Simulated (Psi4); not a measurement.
**CCSD(T)/6-31G(d) (spherical functions) run of BPH3F3 (SMILES [BH3-][P+](F)(F)F)**

What is the energy change on altering one bond length of BPH3F3 at CCSD(T)/6-31G* (spherical functions)? 

The results are computed with Psi4 1.11.

6 further runs of the same task are left out: 4 that didn't finish, 2 set aside as unsound or not needed.

## 1. The system as given

BPH3F3: 8 atoms, total charge 0, spin state singlet. SMILES: `[BH3-][P+](F)(F)F`. The shape is that of a PBE0-D4/def2-TZVP optimisation.

Bond lengths: B1–P2 1.835 Å, P2–F3 1.542 Å, P2–F4 1.542 Å, P2–F5 1.542 Å, B1–H6 1.207 Å, B1–H7 1.207 Å, B1–H8 1.207 Å. Some angles: B1–P2–F3 117.7°, B1–P2–F4 117.7°, B1–P2–F5 117.7°, F3–P2–F4 100.1°, F3–P2–F5 100.1°, F4–P2–F5 100.1°, P2–B1–H6 102.9°, P2–B1–H7 102.9°, P2–B1–H8 102.9°, H6–B1–H7 115.1°.

## 2. The energy at CCSD(T)/6-31G(d) (spherical functions)

input.inp reads:

```
memory 2200 MB

molecule mol {
  0 1
  B     -0.079940     0.958130     0.502960
  P      0.055250    -0.662160    -0.347680
  F      0.301370    -1.910790     0.523410
  F     -1.155920    -1.141880    -1.173150
  F      1.178770    -0.833130    -1.390240
  H     -1.022770     0.798330     1.239980
  H     -0.266070     1.727350    -0.408780
  H      0.989320     1.064150     1.053500
  symmetry c1
  no_reorient
  no_com
}

set {
  basis           6-31G*
  reference       rhf
  puream          true
  e_convergence   1e-09
  d_convergence   1e-08
  scf_type        pk
  num_frozen_docc 9
}

energy_value = energy('ccsd(t)')
```

Run with:

```console
$ psi4 -n 1 input.inp input.out
```

input.out:

```text
[...]
  Running in c1 symmetry.
[...]
  Nuclear repulsion =  269.858079594122273
[...]
  Multiplicity = 1
[...]
  Nalpha       = 25
  Nbeta        = 25
[...]
    Number of basis functions: 80
[...]
   @RHF iter   1:  -665.42097470411568   -4.44277e-01   5.92345e-03 ADIIS/DIIS
[...]
   @RHF iter  10:  -665.52824628646908   -2.29647e-11   9.65897e-09 DIIS
[...]
    Orbital Energies [Eh]
    ---------------------
    Doubly Occupied:
       1A    -80.196612     2A    -26.390343     3A    -26.390342
       4A    -26.390342     5A     -7.723686     6A     -7.548457
       7A     -5.619775     8A     -5.619775     9A     -5.616106
      10A     -1.744364    11A     -1.687625    12A     -1.687624
      13A     -0.979108    14A     -0.842707    15A     -0.839598
      16A     -0.839598    17A     -0.767413    18A     -0.767412
      19A     -0.731152    20A     -0.723801    21A     -0.723801
      22A     -0.709343    23A     -0.494403    24A     -0.478950
      25A     -0.478944
[...]
  @RHF Final Energy:  -665.52824628646908
   => Energetics <=
    Nuclear Repulsion Energy =            269.8580795941222732
    One-Electron Energy =               -1458.7900876068852085
    Two-Electron Energy =                 523.4037617262938511
    Total Energy =                       -665.5282462864690842
[...]
 Multipole Moments:
 ------------------------------------------------------------------------------------
     Multipole            Electronic (a.u.)      Nuclear  (a.u.)        Total (a.u.)
 ------------------------------------------------------------------------------------
 L = 1.  Multiply by 2.5417464519 to convert [e a0] to [Debye]
 Dipole X            :         -5.7009265            5.7589593            0.0580328
 Dipole Y            :         68.3251150          -69.0205838           -0.6954687
 Dipole Z            :         35.8712555          -36.2364811           -0.3652257
 Magnitude           :                                                    0.7876766
[...]
      * MP2 total energy                      = -666.242430896403789
[...]
      * CCSD total energy                     = -666.266058503332602
[...]
      * CCSD(T) total energy                  = -666.282461142394141
[...]
```

Wall time 51 s (1 thread of Intel Xeon Platinum 8259CL at 2.50GHz (Skylake/Cascade Lake), shared host); peak memory 0.43 GiB.

## 3. The distorted shape at the same level

bf3h3p.inp reads:

```
memory 2200 MB

molecule {
  B
  P 1 1.834994
  F 2 1.542222 1 117.6987
  F 2 1.542227 3 100.12586 1 -128.84125
  F 2 2.3133 3 100.126 4 -102.31651
  H 1 1.207337 2 102.92326 3 -60.01517
  H 1 1.207317 6 115.14661 2 111.18907
  H 1 1.207332 7 115.14737 6 -137.6349
  symmetry c1
  no_reorient
  no_com
}

set reference rhf
set puream true
set e_convergence 1e-09
set d_convergence 1e-08
set scf_type pk
set num_frozen_docc 9

energy_value, wavefunction = energy("ccsd(t)/6-31G*", return_wfn=True)
print_variables()
```

Run with:

```console
$ psi4 -i bf3h3p.inp -o bf3h3p.out -n 1
```

bf3h3p.out:

```text
[...]
  Running in c1 symmetry.
[...]
  Nuclear repulsion =  244.571848191803156
[...]
  Multiplicity = 1
[...]
  Nalpha       = 25
  Nbeta        = 25
[...]
    Number of basis functions: 80
[...]
   @RHF iter   1:  -665.18106085319653   -8.71907e-01   7.58474e-03 DIIS/ADIIS
[...]
   @RHF iter  14:  -665.36879712520295   -3.18323e-12   3.23109e-09 DIIS
[...]
    Orbital Energies [Eh]
    ---------------------
    Doubly Occupied:
       1A    -80.247394     2A    -26.431855     3A    -26.431853
       4A    -26.239641     5A     -7.771581     6A     -7.590222
       7A     -5.666434     8A     -5.665196     9A     -5.663106
      10A     -1.761662    11A     -1.722443    12A     -1.454024
      13A     -0.997814    14A     -0.858719    15A     -0.856271
      16A     -0.819667    17A     -0.776052    18A     -0.774011
      19A     -0.753879    20A     -0.590698    21A     -0.565079
      22A     -0.563157    23A     -0.515703    24A     -0.510600
      25A     -0.492181
[...]
  @RHF Final Energy:  -665.36879712520295
   => Energetics <=
    Nuclear Repulsion Energy =            244.5718481918031557
    One-Electron Energy =               -1408.4428079196300132
    Two-Electron Energy =                 498.5021626026239687
    Total Energy =                       -665.3687971252029456
[...]
 Multipole Moments:
 ------------------------------------------------------------------------------------
     Multipole            Electronic (a.u.)      Nuclear  (a.u.)        Total (a.u.)
 ------------------------------------------------------------------------------------
 L = 1.  Multiply by 2.5417464519 to convert [e a0] to [Debye]
 Dipole X            :          0.7831087            0.3494677            1.1325764
 Dipole Y            :         -0.4519449           -0.2018290           -0.6537739
 Dipole Z            :          5.9881835           -6.1463388           -0.1581553
 Magnitude           :                                                    1.3172558
[...]
      * MP2 total energy                      = -666.115655097728677
[...]
      * CCSD total energy                     = -666.135115131429075
[...]
      * CCSD(T) total energy                  = -666.157551365211930
[...]
```

Run time: 50 s. Hardware: 1 thread of Intel Xeon Platinum 8259CL at 2.50GHz (Skylake/Cascade Lake), shared host; peak memory 0.43 GiB.

## 4. Results

Level: CCSD(T)/6-31G* (spherical functions), 9 core orbitals frozen.

```
                                                         quantity          value
                                        first shape: total energy  -666.28246 Eh
                 first shape: HOMO energy (Hartree–Fock orbitals)      -13.03 eV
                 first shape: LUMO energy (Hartree–Fock orbitals)        4.38 eV
               first shape: HOMO–LUMO gap (Hartree–Fock orbitals)       17.42 eV
         first shape: correlation energy (9 core orbitals frozen)     -754.2 mEh
                                      first shape: (T) correction     -16.40 mEh
                                       first shape: T1 diagnostic          0.014
                                    distorted shape: total energy  -666.15755 Eh
             distorted shape: HOMO energy (Hartree–Fock orbitals)      -13.39 eV
             distorted shape: LUMO energy (Hartree–Fock orbitals)       -0.53 eV
           distorted shape: HOMO–LUMO gap (Hartree–Fock orbitals)       12.87 eV
     distorted shape: correlation energy (9 core orbitals frozen)     -788.8 mEh
                                  distorted shape: (T) correction     -22.44 mEh
                                   distorted shape: T1 diagnostic          0.020
energy change with the P2–F5 bond stretched from 1.542 to 2.313 Å       3.399 eV
```

With the P2–F5 bond stretched from 1.542 to 2.313 Å the energy rises by 3.40 eV (78 kcal/mol). The first shape isn't relaxed at this level, so the change isn't measured from a minimum. The triples (first shape) make up 2.2 % of the correlation energy. The T1 diagnostic (distorted shape) of 0.020 is above the customary mark for such species, so a single reference may not serve. The triples (distorted shape) make up 2.8 % of the correlation energy.
